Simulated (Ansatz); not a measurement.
# C2H6BClO: how energies converge with the basis set

How large a basis does C2H6BClO need? Two functionals are run in growing sets.

Method: one geometry, several basis sets; program: Ansatz 0.2.0, Gaussian basis.

Plan: PBE0-D4/def2-SVP; ωB97M-V/def2-SVP; PBE0-D4/def2-QZVPP; ωB97M-V/def2-QZVPP; the functionals' def2-TZVPP values are taken from earlier runs.

## 1. Structure used throughout

All runs share one geometry, relaxed beforehand with PBE0-D4 in a triple-zeta def2 set.

SMILES `CCB(O)Cl`, 11 atoms, charge 0, spin multiplicity 1.

Atoms are counted from 1 here; the program's logs count them from 0.

Bond lengths: C1–C2 1.524 Å, C1–H6 1.091 Å, C1–H7 1.092 Å, C1–H8 1.092 Å, C2–B3 1.570 Å, C2–H9 1.100 Å, C2–H10 1.098 Å, B3–O4 1.351 Å, B3–Cl5 1.769 Å, O4–H11 0.961 Å. Angles: C2–C1–H6 111.0°, C2–C1–H7 111.4°, C2–C1–H8 111.3°, H6–C1–H7 108.0°, H6–C1–H8 107.2°, H7–C1–H8 107.7°, C1–C2–B3 116.7°, C1–C2–H9 109.2°, C1–C2–H10 110.2°, B3–C2–H9 105.7°, B3–C2–H10 109.3°, H9–C2–H10 104.9°, C2–B3–O4 123.9°, C2–B3–Cl5 120.9°, O4–B3–Cl5 115.1°, B3–O4–H11 112.7°.

## 2. PBE0-D4 in def2-SVP

in.yaml

```yaml
crystal:
  periodic: [false, false, false]
  atoms:
    - {symbol: C, position_ang: [-0.883977, 0.002053, -1.161803]}
    - {symbol: C, position_ang: [0.025650, -0.534506, -0.062600]}
    - {symbol: B, position_ang: [0.770672, 0.529079, 0.819427]}
    - {symbol: O, position_ang: [1.130703, 0.323812, 2.104964]}
    - {symbol: Cl, position_ang: [1.249085, 2.092994, 0.145333]}
    - {symbol: H, position_ang: [-0.330979, 0.646212, -1.847272]}
    - {symbol: H, position_ang: [-1.326468, -0.809474, -1.743372]}
    - {symbol: H, position_ang: [-1.700357, 0.597013, -0.745906]}
    - {symbol: H, position_ang: [0.815490, -1.152233, -0.515409]}
    - {symbol: H, position_ang: [-0.530879, -1.220293, 0.589022]}
    - {symbol: H, position_ang: [0.846462, -0.531557, 2.438316]}
basis:
  gaussian: {orbitals: def2-SVP}
hamiltonian: {xc: pbe0, dispersion: d4}
output: {orbitals: {seedname: orbitals}}
```

Further steps of the session: ωB97M-V in def2-SVP; PBE0-D4 in def2-QZVPP; ωB97M-V in def2-QZVPP.

Q: Predict the results of all the runs planned. Wanted: PBE0-D4: double and triple zeta above quadruple; ωB97M-V: double and triple zeta above quadruple.

**Answer**, as computed:

| quantity | value |
| --- | --- |
| PBE0-D4: double and triple zeta above quadruple | 10.43, 0.65 eV |
| ωB97M-V: double and triple zeta above quadruple | 10.58, 0.62 eV |

PBE0-D4 gains 9.78 eV from double to triple zeta, then 0.65 eV more. These are total energies; as a rule much of such shifts cancels in differences, which this series doesn't test. The LUMO of ωB97M-V is positive and keeps falling with the basis (2.52 to 1.27 eV): an unbound level that the basis holds in place.
